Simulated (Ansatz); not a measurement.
Crystal: Ge2Sb2Te5.

```
Te Sb Ge
1.0
     6.83914   -3.06601    0.00000
     6.83914    3.06601    0.00000
    -6.83098    0.00000    6.84761
Te Sb Ge
5 2 2
Direct
  0.59470 0.59470 0.38643
  0.79529 0.79529 0.19611
  0.00832 0.00832 0.00643
  0.20652 0.20652 0.80980
  0.39996 0.39996 0.59712
  0.90171 0.90171 0.58787
  0.11187 0.11187 0.41735
  0.28429 0.28429 0.18783
  0.49734 0.49734 0.01104
```

The cell comes from a database or a generator and needn't be the stable form of this composition.

```yaml
Program: Ansatz 0.2.0
Task: relaxation of cell and atoms
Functional: PBE
Potentials_or_basis: Ansatz PAW
Cutoff: "420 eV (not typed: the program's choice for these potentials)"
k_mesh: 5 × 5 × 4
Occupations: fermi-dirac, width 0.05 eV
Spin: no spin polarisation
```

At the start: volume 31.91 Å³/atom.

Task: Where does the relaxation end?

Result: It ends after 12 steps and the volume is 32.24 Å³/atom (+1.0 %); space group Cm (No. 8, to 0.05 Å).

The path:
```csv
step,energy change (eV),largest force (eV/Å),volume (Å³)
1,0.0000,0.1958,287.17
2,-0.0208,0.1311,284.48
3,-0.0295,0.1073,285.34
4,-0.0338,0.0934,287.21
5,-0.0409,0.0953,288.27
6,-0.0463,0.0629,289.02
7,-0.0474,0.0404,289.37
8,-0.0482,0.0681,290.25
9,-0.0515,0.0377,290.32
10,-0.0531,0.0297,290.16
11,-0.0539,0.0105,290.12
12,-0.0544,0.0105,290.12
```

Final structure:
```yaml
crystal:
  lattice:
    - [6.93356, -3.06060, -0.06924]
    - [6.93356, 3.06060, -0.06924]
    - [-6.99462, 0.00000, 6.90559]
  atoms:
    - { symbol: Te, position: [0.59940, 0.59940, 0.38378] }
    - { symbol: Te, position: [0.80140, 0.80140, 0.19671] }
    - { symbol: Te, position: [0.00527, 0.00527, 0.99892] }
    - { symbol: Te, position: [0.21452, 0.21452, 0.81067] }
    - { symbol: Te, position: [0.40527, 0.40527, 0.59529] }
    - { symbol: Sb, position: [0.89078, 0.89078, 0.57598] }
    - { symbol: Sb, position: [0.11240, 0.11240, 0.43174] }
    - { symbol: Ge, position: [0.27858, 0.27858, 0.20070] }
    - { symbol: Ge, position: [0.49239, 0.49239, 0.00621] }
```

Caveat: the plane-wave basis is chosen anew once the cell has moved, so the energies of steps on either side of that aren't comparable.
